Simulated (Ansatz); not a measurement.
# W: the cost of one run

Program: Ansatz 0.2.0. Level of theory: DFT PBEsol, scalar-relativistic, plane waves, PAW. These are calculated values, not measurements.

The COD cell was measured well above room temperature, so it is larger than a cold one.

## Step 1: The structure to begin with

The structure is cubic, space group Im-3m (No. 229). The conventional cell has a = 3.195 Å, b = 3.195 Å, c = 3.195 Å, α = 90.00°, β = 90.00°, γ = 90.00°. W (site symmetry m-3m) is surrounded by 8 W at 2.77 Å.

Coordinates:

```cif
data_structure
_symmetry_space_group_name_H-M 'Im-3m'
_symmetry_Int_Tables_number 229
_cell_length_a 3.1946
_cell_length_b 3.1946
_cell_length_c 3.1946
_cell_angle_alpha 90.000
_cell_angle_beta 90.000
_cell_angle_gamma 90.000
_cell_volume 32.60
loop_
_atom_site_label
_atom_site_type_symbol
_atom_site_symmetry_multiplicity
_atom_site_Wyckoff_symbol
_atom_site_fract_x
_atom_site_fract_y
_atom_site_fract_z
_atom_site_occupancy
W1 W 2 a 0.00000 0.00000 0.00000 1
```

No relaxation comes first: the listed cell is the starting point.

## Step 2: Zero of energy

Reference values: F = -10256.5472 eV; pressure -11.41 GPa; largest force 0.000 eV/Å; gap on the mesh none (metal). It was computed beforehand with the settings of the runs below.

## Step 3: Next: a tetragonal deformation path

At fixed volume and fractional coordinates, lengths along (0.000, 0.000, 1.000) are scaled against those across it; ρ is that ratio over its starting value.

## Step 4: Point ρ = 0.707

input.yaml reads:

```yaml
crystal:
  lattice:
    - [-1.7929988887, 1.7929988887, 1.2676502143]
    - [1.7929988887, -1.7929988887, 1.2676502143]
    - [1.7929988887, 1.7929988887, -1.2676502143]
  atoms:
    - { symbol: W, position: [0.0, 0.0, 0.0] }
basis:
  ecutwfc: 420
kpoints:
  mp_grid: { grid: [24, 24, 24] }
hamiltonian:
  xc: pbesol
scf:
  occupations: { method: gaussian, width: 0.15 }
output:
  forces: true
  stress: true
  eigenvalues: true
```

The run is started by

```bash
$ ansatz run input.yaml --threads 1 --pin off --max-ram 2560MiB --backend cpu --events-out ev --progress --plain --runs-dir out
```

Q: Estimate wall time and peak memory on 1 thread of Intel Xeon at 2.50GHz (Skylake/Cascade Lake), shared host.

About 32 s, with a peak of 0.5 GiB.
